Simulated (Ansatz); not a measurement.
# C₂H₈FGeNO: a ladder of functionals and wavefunction methods

The task here is to estimate one member of a computed series from the others.

The runs use Ansatz 0.2.0, Gaussian basis; functionals in def2-TZVPP, the program's frozen cores in correlated methods.

The runs, in order: PBE-D4, r2SCAN-D4, PBE0-D4, B3LYP-D4, ωB97X-V, ωB97M-V, B2PLYP; CCSD(T)/def2-TZVPP; MP2/def2-QZVPP; extrapolation to the limit.

### Structure used throughout

The geometry comes from an earlier relaxation with PBE0-D4 in a triple-zeta def2 set; it is a stationary point, not always the lowest conformer.

14 atoms, charge 0, spin multiplicity 1.

Atoms are counted from 1 here; the program's logs count them from 0.

Bond lengths: C1–N2 1.452 Å, C1–H7 1.094 Å, C1–H8 1.091 Å, C1–H9 1.098 Å, N2–Ge3 1.809 Å, N2–H10 1.009 Å, Ge3–F4 1.739 Å, Ge3–O5 1.754 Å, Ge3–H11 1.531 Å, O5–C6 1.415 Å, C6–H12 1.092 Å, C6–H13 1.095 Å, C6–H14 1.095 Å. Angles: N2–C1–H7 110.1°, N2–C1–H8 109.3°, N2–C1–H9 114.0°, H7–C1–H8 107.2°, H7–C1–H9 108.0°, H8–C1–H9 107.9°, C1–N2–Ge3 121.9°, C1–N2–H10 113.4°, Ge3–N2–H10 114.7°, N2–Ge3–F4 103.0°, N2–Ge3–O5 108.9°, N2–Ge3–H11 121.5°, F4–Ge3–O5 110.4°, F4–Ge3–H11 106.7°, O5–Ge3–H11 106.1°, Ge3–O5–C6 120.6°, O5–C6–H12 107.8°, O5–C6–H13 112.1° and more.

Set-up of the first run:

Contents of in.yaml:

```yaml
crystal:
  periodic: [false, false, false]
  atoms:
    - {symbol: C, position_ang: [-0.130220, 1.694811, -1.538291]}
    - {symbol: N, position_ang: [-0.253749, 1.005499, -0.266518]}
    - {symbol: Ge, position_ang: [1.066093, -0.048887, 0.381252]}
    - {symbol: F, position_ang: [1.560794, -0.960538, -1.014727]}
    - {symbol: O, position_ang: [0.395078, -1.116508, 1.600635]}
    - {symbol: C, position_ang: [-0.748076, -1.901443, 1.319361]}
    - {symbol: H, position_ang: [-1.121433, 1.920124, -1.941488]}
    - {symbol: H, position_ang: [0.368822, 1.042136, -2.255932]}
    - {symbol: H, position_ang: [0.435671, 2.633899, -1.484922]}
    - {symbol: H, position_ang: [-0.748922, 1.538829, 0.432399]}
    - {symbol: H, position_ang: [2.338245, 0.544305, 0.991566]}
    - {symbol: H, position_ang: [-1.189475, -2.201559, 2.272093]}
    - {symbol: H, position_ang: [-1.497199, -1.347954, 0.743541]}
    - {symbol: H, position_ang: [-0.475628, -2.802703, 0.761033]}
basis:
  gaussian: {orbitals: def2-TZVPP}
hamiltonian: {xc: pbe, dispersion: d4}
output: {forces: true, orbitals: {seedname: orbitals}}
```

The run is started by

```bash
ansatz run in.yaml --threads 2 --pin off --events-out ev --progress --plain --max-ram 22528MiB --backend cuda --devices 0, --max-vram 18GiB
```

Steps of the session up to this table: PBE-D4 (GGA); r2SCAN-D4 (meta-GGA); PBE0-D4 (hybrid); B3LYP-D4 (hybrid); ωB97X-V (range-separated); ωB97M-V (range-separated); B2PLYP (double hybrid); CCSD(T) in def2-TZVPP; MP2 in def2-QZVPP.

One table of the session follows, with a row left open; its other results are not shown here.

| method | atomisation energy (kJ/mol) |
| --- | --- |
| PBE-D4 | 5189.7 |
| r2SCAN-D4 | 5096.6 |
| PBE0-D4 | 5082.5 |
| B3LYP-D4 | ? |
| ωB97X-V | 5122.6 |
| ωB97M-V | 5102.0 |
| B2PLYP | 5047.5 |
| HF/def2-TZVPP | 3610.9 |
| MP2/def2-TZVPP | 5067.2 |
| CCSD/def2-TZVPP | 4908.8 |
| CCSD(T)/def2-TZVPP | 4985.6 |
| MP2/CBS | 5195.5 |
| CCSD(T)/CBS | 5113.9 |

Q: Estimate the row for B3LYP-D4 from the others.

As computed: atomisation energy (kJ/mol): 5090.9. In the column «atomisation energy (kJ/mol)» it lies between PBE0-D4 (5082.5) and r2SCAN-D4 (5096.6).

Limits of these values: Free atoms (2 C, 1 N, 1 Ge, 1 F, 1 O, 8 H) were run apart at each level; the atomisation energy is their sum less the molecule, without zero-point or spin-orbit terms.
